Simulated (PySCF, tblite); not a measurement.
# C₃H₁₀B₃N₂P: geometry, infrared bands and NMR shifts

Wanted: the infrared bands and NMR shifts of C₃H₁₀B₃N₂P (`C=CB1NBN(C)BP1`), by calculation.

Programs: tblite 0.8.0 and PySCF 2.14.0, with density-fitted response routines of our own. Each step states its level of theory. These are calculated values for one molecule in the gas phase, unless marked as measured. Atoms count from 0, in the outputs and in this text.

## Step 1: The molecule as given

19 atoms, charge 0, multiplicity 1; geometry from: force field or distance geometry start.

Bonds of the start (Å): C0–C1 1.32, C1–B2 1.55, B2–N3 1.53, N3–B4 1.51, B4–N5 1.51, N5–C6 1.44, N5–B7 1.53, B7–P8 1.95, P8–B2 1.93, C0–H9 1.09, C0–H10 1.10, C1–H11 1.09, N3–H12 1.03, B4–H13 1.20, C6–H14 1.12, C6–H15 1.13, C6–H16 1.10, B7–H17 1.19, P8–H18 1.44.

## Step 2: Geometry optimisation with GFN2-xTB

What the job is given:

```
{"job": {"kind": "relax", "xc": "GFN2-xTB", "basis": "xTB"}, "charge": 0, "multiplicity": 1}
C      3.656300     0.040800    -0.524500
C      2.741400    -0.860000    -0.232300
B      1.270800    -0.433900     0.013900
N      0.192600    -1.492500     0.245700
B     -1.110200    -0.940000    -0.290700
N     -1.909600     0.121100     0.431700
C     -3.231600     0.302900    -0.108900
B     -1.147100     1.434400     0.592200
P      0.799300     1.378700     0.484900
H      4.704900    -0.201800    -0.694800
H      3.403600     1.108700    -0.623000
H      2.958100    -1.923000    -0.119600
H      0.431500    -2.416800    -0.144300
H     -1.585800    -1.586200    -1.178600
H     -3.312800     1.156100    -0.827700
H     -3.916900     0.430500     0.775300
H     -3.508000    -0.614000    -0.657900
H     -1.616400     2.173800     1.402600
H      1.170000     2.330400    -0.536200
```

The run is started by

```sh
$ OMP_NUM_THREADS=1 python probes_run.py task.json out
```

This one command runs all jobs of the session in turn.

**Question.** This job is followed by: GFN2-xTB harmonic vibrations, gas phase; GIAO PBE0/pcSseg-1 NMR shielding, non-relativistic, gas phase. What will the session give for the following? strongest single infrared mode (GFN2-xTB); zero-point energy (GFN2-xTB); ¹³C shifts against TMS (PBE0/pcSseg-1); ¹H shifts against TMS (PBE0/pcSseg-1, means over atoms taken as alike); ¹¹B shifts against BF3·OEt2 (PBE0/pcSseg-1); ¹⁵N shifts against NH3 (PBE0/pcSseg-1); ³¹P shifts against H3PO4 (PBE0/pcSseg-1).

The runs gave:

| quantity | value |
| --- | --- |
| strongest single infrared mode (GFN2-xTB) | 1372 cm⁻¹, 419 km/mol |
| zero-point energy (GFN2-xTB) | 88.9 kcal/mol |
| ¹³C shifts against TMS (PBE0/pcSseg-1) | 148.5, 146.5, 48.3 ppm |
| ¹H shifts against TMS (PBE0/pcSseg-1, means over atoms taken as alike) | 6.55, 6.53, 6.51, 6.46, 6.25, 4.86, 3.57, 3.50 ppm |
| ¹¹B shifts against BF3·OEt2 (PBE0/pcSseg-1) | 51.5, 47.3, 30.3 ppm |
| ¹⁵N shifts against NH3 (PBE0/pcSseg-1) | 164.7, 161.3 ppm |
| ³¹P shifts against H3PO4 (PBE0/pcSseg-1) | -149.5 ppm |

**Reading.** The optimisation took 143 steps and gained 2.320 eV; among the close pairs (by a distance rule), N5–B7 changed most, from 1.527 to 1.417 Å. The lowest mode is imaginary (27i cm⁻¹), so the xTB geometry is not a minimum. The strongest single mode, at 1372 cm⁻¹, is spread over several atoms, N3, H12, N5, B2 among them. Unscaled tight-binding wavenumbers are off by several per cent, some by more. Its intensities can rank the bands wrongly. C1 (alkene CH) lies farthest downfield among carbon, at 148.5 ppm; as expected for a trigonal carbon in a double bond. At PBE0/pcSseg-1: The widest tensor belongs to N5: span 310 ppm, with a paramagnetic part of -224 ppm.
